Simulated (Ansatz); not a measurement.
Runs of Ansatz 0.2.0 on NiMoIrPdW. The structure is trigonal, space group P3m1 (No. 156). The conventional cell has a = 4.147 Å, b = 4.147 Å, c = 5.416 Å, α = 90.00°, β = 90.00°, γ = 120.00°. Ni (site symmetry 3m) has 3 W at 2.40 Å and 3 Ir at 2.71 Å as nearest neighbours. Mo (site symmetry 3m) has 1 W at 2.49 Å and 3 Ir at 2.64 Å and 3 Pd at 2.85 Å as nearest neighbours. Around Pd (site symmetry 3m) lie 2 Ir at 2.65 to 2.76 Å and 3 W at 2.76 Å and 3 Ni at 2.82 Å and 3 Mo at 2.85 Å. Around Ir (site symmetry 3m) lie 3 Mo at 2.64 Å and 2 Pd at 2.65 to 2.76 Å and 3 Ni at 2.71 Å and 3 W at 2.77 Å. W (site symmetry 3m) has 3 Ni at 2.40 Å and 1 Mo at 2.49 Å as nearest neighbours. The cell was built by a generator and needn't be a form met in nature.

```csv
task,level,potentials or basis,spin,cell,k mesh,cutoff (eV),basis error allowed,mesh quality,gap on the mesh (eV),pressure (GPa),moment (μB),largest force (eV/Å)
density of states,PBE,all-electron PAW datasets made for the crystal,"collinear, ferromagnetic start",as given,7 × 7 × 5,460,-,not flagged,none,0.0,0.00,0.16
band structure,PBE,"all-electron LAPW, relativistic spinors","non-collinear, ferromagnetic start, SOC",as given,4 × 4 × 3,343,0.002 eV/atom,coarse,none,-0.2,0.00,(b)
band structure,LDA,"all-electron LAPW, scalar-relativistic","collinear, ferromagnetic start",as given,5 × 5 × 4,343,0.002 eV/atom,coarse,-,(c),0.00,(a)
band structure,PBE,"all-electron LAPW, scalar-relativistic","collinear, ferromagnetic start",as given,4 × 4 × 3,343,0.002 eV/atom,coarse,-,-0.3,0.00,0.27
relaxation of cell and atoms,PBEsol,all-electron PAW datasets made for the crystal,"collinear, ferromagnetic start",relaxed,4 × 4 × 3,-,-,coarse,none,0.0,0.00,-
single point,PBE,"all-electron LAPW, scalar-relativistic","collinear, ferromagnetic start",as given,4 × 4 × 2,307,0.005 eV/atom,coarse,none,0.9,0.00,0.70
single point,PBE,"all-electron LAPW, scalar-relativistic","collinear, ferromagnetic start","atoms moved at random, drawn with an rms of 0.05 Å",7 × 7 × 5,352,0.002 eV/atom,not flagged,none,0.9,0.00,0.61
```

Alike in all rows: smearing fermi-dirac 0.05 eV.

Problem. Estimate the missing entries.

Solution. (a) 0.41; (b) 0.31; (c) -12.7.

Caveats: some runs use coarse meshes; the starting moments weren't kept; the k mesh is thin for a metal, which can move the energy by tens of meV per atom (some runs); spin-orbit coupling is left out, which moves the levels of the heavy elements (some runs); the program warned that the printed levels may be off, so bands, gaps and densities of states are rough (some runs); the magnetic state may not be the lowest (some runs); the program listed the state as in doubt (some runs).

A k mesh can miss the band edges, and rows without SOC leave out spin-orbit coupling on Ir, Mo, Pd, W.

A gap of «none» marks a metal or a gap under the smearing width.

The runs don't all hold the same shells in valence.
